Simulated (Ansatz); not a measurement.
# Hf2Pd2Se2Br2O3 in Ansatz: convergence with k mesh

The system is Hf2Pd2Se2Br2O3.

```
CELL_PARAMETERS angstrom
-1.89227 2.67212 12.28423
1.89227 -2.67212 12.28423
1.89227 2.67212 -12.28423
ATOMIC_POSITIONS crystal
Hf 0.92095 0.92095 0.00000
Hf 0.07905 0.07905 0.00000
Pd 0.68332 0.68332 0.00000
Pd 0.31668 0.31668 0.00000
Se 0.61777 0.11777 0.50000
Se 0.38223 0.88223 0.50000
Br 0.78660 0.78660 0.00000
Br 0.21340 0.21340 0.00000
O 0.90121 0.40121 0.50000
O 0.09879 0.59879 0.50000
O 0.00000 0.00000 0.00000
```

The cell was built by a generator and needn't be a form met in nature.

| Quantity | Value |
| --- | --- |
| Program | Ansatz 0.2.0 |
| Task | convergence study |
| Functional | PBE |
| Potentials or basis | Ansatz PAW |
| Cutoff | 420 eV (not typed: the program's choice for these potentials) |
| k mesh | 3 × 3 × 3 |
| Occupations | fermi-dirac, width 0.05 eV |
| Spin | no spin polarisation |

These are the settings of the first run; the series varies k mesh, with any setting tied to it.

Hardware: 8 threads of Intel(R) Xeon(R) Processor @ 2.70GHz (shared host).

Problem. The values tried are 3 × 3 × 3, 4 × 4 × 4, 5 × 5 × 5, 6 × 6 × 6, 8 × 8 × 8, 10 × 10 × 10, 12 × 12 × 12, 14 × 14 × 14, loosest first. From which on does the energy stay within 1 meV/atom of the tightest run that finished?

Solution. From 5 × 5 × 5 on.

```csv
k mesh,"energy less the tightest run, at zero smearing (meV/atom)",pressure (GPa),largest force (eV/Å),SCF cycles,CPU time (s),peak memory (GiB)
3 × 3 × 3,-3.41,-0.04,0.114,10,18,1.1
4 × 4 × 4,3.94,0.06,0.020,12,39,1.4
5 × 5 × 5,0.50,0.01,0.022,11,57,1.5
6 × 6 × 6,-0.42,0.00,0.012,11,97,1.6
8 × 8 × 8,0.24,0.00,0.006,11,180,2.1
10 × 10 × 10,-0.07,0.00,0.006,11,320,2.9
12 × 12 × 12,0.08,0.00,0.006,11,510,4.1
14 × 14 × 14,0.00,0.00,0.006,11,680,5.6
```

Against the tightest run, the pressure stays within 0.1 GPa from 3 × 3 × 3 on; the largest force stays within 0.005 eV/Å from 8 × 8 × 8 on. Meshes of other sizes hit other points, so gaps and Fermi surfaces needn't settle smoothly. The tightest run that finished is the yardstick and may itself not be fully converged.

Spin-orbit coupling is left out, which matters for the levels of Hf.
